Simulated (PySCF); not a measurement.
**Pb(CCH)4: forces at shaken geometries**

Aim: move all atoms of relaxed Pb(CCH)4 at random and read energies and forces. The structure is generated, not taken from experiment.

Method: PBE0, Pb def2-SVP with ECP60, C def2-SVP, H def2-SVP; scalar-relativistic core potentials, no spin–orbit coupling; program: PySCF 2.14.0.

2 further runs of the same task are left out: 1 for a known fault of the program, 1 that didn't finish.

### 1 Where the work starts

13 atoms, charge 0, spin multiplicity 1.

Bond lengths: Pb1–C2 2.143 Å, Pb1–C5 2.143 Å, Pb1–C8 2.143 Å, Pb1–C11 2.143 Å, C2–C3 1.215 Å, C3–H4 1.076 Å, C5–C6 1.215 Å, C6–H7 1.076 Å, C8–C9 1.215 Å, C9–H10 1.076 Å, C11–C12 1.215 Å, C12–H13 1.076 Å. Angles: C2–Pb1–C5 109.5°, C2–Pb1–C8 109.5°, C2–Pb1–C11 109.5°, C5–Pb1–C8 109.5°, C5–Pb1–C11 109.5°, C8–Pb1–C11 109.5°, Pb1–C2–C3 180.0°, C2–C3–H4 180.0°, Pb1–C5–C6 180.0°, C5–C6–H7 180.0°, Pb1–C8–C9 180.0°, C8–C9–H10 180.0°, Pb1–C11–C12 180.0°, C11–C12–H13 180.0°.

As a file:

```mol
C8H4Pb
  3D, bonds by distance, orders not assigned

 13 12  0  0  0  0  0  0  0  0999 V2000
    0.0000   -0.0000    0.0000 Pb  0  0
    1.2373    1.2373    1.2373 C   0  0
    1.9388    1.9388    1.9388 C   0  0
    2.5601    2.5601    2.5601 H   0  0
   -1.2373   -1.2373    1.2373 C   0  0
   -1.9388   -1.9388    1.9388 C   0  0
   -2.5601   -2.5601    2.5601 H   0  0
    1.2373   -1.2373   -1.2373 C   0  0
    1.9388   -1.9388   -1.9388 C   0  0
    2.5601   -2.5601   -2.5601 H   0  0
   -1.2373    1.2373   -1.2373 C   0  0
   -1.9388    1.9388   -1.9388 C   0  0
   -2.5601    2.5601   -2.5601 H   0  0
  1  2  8  0
  1  5  8  0
  1  8  8  0
  1 11  8  0
  2  3  8  0
  3  4  8  0
  5  6  8  0
  6  7  8  0
  8  9  8  0
  9 10  8  0
 11 12  8  0
 12 13  8  0
M  END
```

Formal oxidation states: Pb +4. An earlier session relaxed this geometry at PBE0, Pb def2-SVP with ECP60, C def2-SVP, H def2-SVP (singlet, point group Td).

Its energy there is -499.137288 Eh.

### 2 Atoms moved at random, σ = 0.06 Å

The input, run.py (the lines that set the calculation):

```python
mol = gto.M(atom='''
Pb     0.01416     0.08389     0.00852
C      1.26898     1.19278     1.34326
C      1.93179     1.96939     1.89924
H      2.48226     2.59021     2.49266
C     -1.29119    -1.15954     1.15290
C     -1.92106    -1.99446     1.97674
H     -2.63729    -2.59622     2.56513
C      1.28433    -1.22234    -1.13507
C      1.88669    -2.01883    -1.98784
H      2.53939    -2.49304    -2.48589
C     -1.21332     1.21336    -1.23356
C     -1.86718     1.93596    -1.98156
H     -2.47757     2.49884    -2.61454''',
    basis={'Pb': 'def2-SVP', 'C': 'def2-SVP', 'H': 'def2-SVP'},
    ecp={'Pb': 'def2-SVP'},
    charge=0, spin=0)
mf = dft.RKS(mol, xc='PBE0')
mf.grids.atom_grid = (50, 194)
mf = mf.density_fit()  # fitting sets: Pb def2-universal-JKFIT, C def2-universal-JKFIT, H def2-universal-JKFIT
mf.conv_tol = 1e-08; mf.max_cycle = 55
mf.kernel(dm0)  # dm0: the density of the relaxed state
```

Run with:

```
$ OMP_NUM_THREADS=4 python run.py
```

### 3 Atoms moved at random, σ = 0.1 Å

The input, run.py (the lines that set the calculation):

```python
mol = gto.M(atom='''
Pb     0.03646     0.05319     0.10211
C      1.35133     1.25097     1.28156
C      1.93103     2.07937     2.01687
H      2.66683     2.49720     2.36855
C     -1.42151    -1.24012     1.26709
C     -2.05090    -1.86871     1.92540
H     -2.64222    -2.59001     2.66318
C      1.19191    -1.18856    -1.26758
C      1.92952    -1.98151    -2.05160
H      2.58136    -2.57574    -2.44028
C     -1.10201     1.07571    -1.26500
C     -1.85122     2.08970    -1.95739
H     -2.62058     2.39852    -2.64291''',
    basis={'Pb': 'def2-SVP', 'C': 'def2-SVP', 'H': 'def2-SVP'},
    ecp={'Pb': 'def2-SVP'},
    charge=0, spin=0)
mf = dft.RKS(mol, xc='PBE0')
mf.grids.atom_grid = (50, 194)
mf = mf.density_fit()  # fitting sets: Pb def2-universal-JKFIT, C def2-universal-JKFIT, H def2-universal-JKFIT
mf.conv_tol = 1e-08; mf.max_cycle = 55
mf.kernel(dm0)  # dm0: the density of the relaxed state
```

### 4 Atoms moved at random, σ = 0.15 Å

The input, run.py (the lines that set the calculation):

```python
mol = gto.M(atom='''
Pb     0.01234     0.06382    -0.18360
C      1.12747     1.31752     1.29090
C      1.90688     1.89576     1.86544
H      2.62961     2.67732     2.49604
C     -1.07586    -1.19714     1.25023
C     -2.01082    -1.71496     2.07351
H     -2.51675    -2.67399     2.53642
C      0.98234    -1.15953    -1.13641
C      2.04877    -1.97921    -1.88016
H      2.96384    -2.69099    -2.45279
C     -1.50013     1.09578    -1.14543
C     -2.04881     1.83796    -2.00377
H     -2.51888     2.52765    -2.71037''',
    basis={'Pb': 'def2-SVP', 'C': 'def2-SVP', 'H': 'def2-SVP'},
    ecp={'Pb': 'def2-SVP'},
    charge=0, spin=0)
mf = dft.RKS(mol, xc='PBE0')
mf.grids.atom_grid = (50, 194)
mf = mf.density_fit()  # fitting sets: Pb def2-universal-JKFIT, C def2-universal-JKFIT, H def2-universal-JKFIT
mf.conv_tol = 1e-08; mf.max_cycle = 55
mf.kernel(dm0)  # dm0: the density of the relaxed state
```

Before running it: what results should come out? Wanted: for each run, σ; energy rise; harmonic estimate −½ F·u; largest force component.

**Answer**, as computed:

| σ (Å) | energy rise (eV) | harmonic estimate −½ F·u (eV) | largest force component (eV/Å) |
| --- | --- | --- | --- |
| 0.06 | 1.873 | 1.837 | 9.26 |
| 0.1 | 5.038 | 4.538 | 11.52 |
| 0.15 | 7.295 | 6.660 | 14.84 |

Every displacement raises the energy. For a harmonic well the rise equals −½ F·u; the two differ by at most 10 % here (a move with σ = 0.1 Å), from anharmonicity, the grid and the small forces left at the relaxed point. These are double-zeta-type bases without diffuse functions. Spin–orbit coupling is left out.
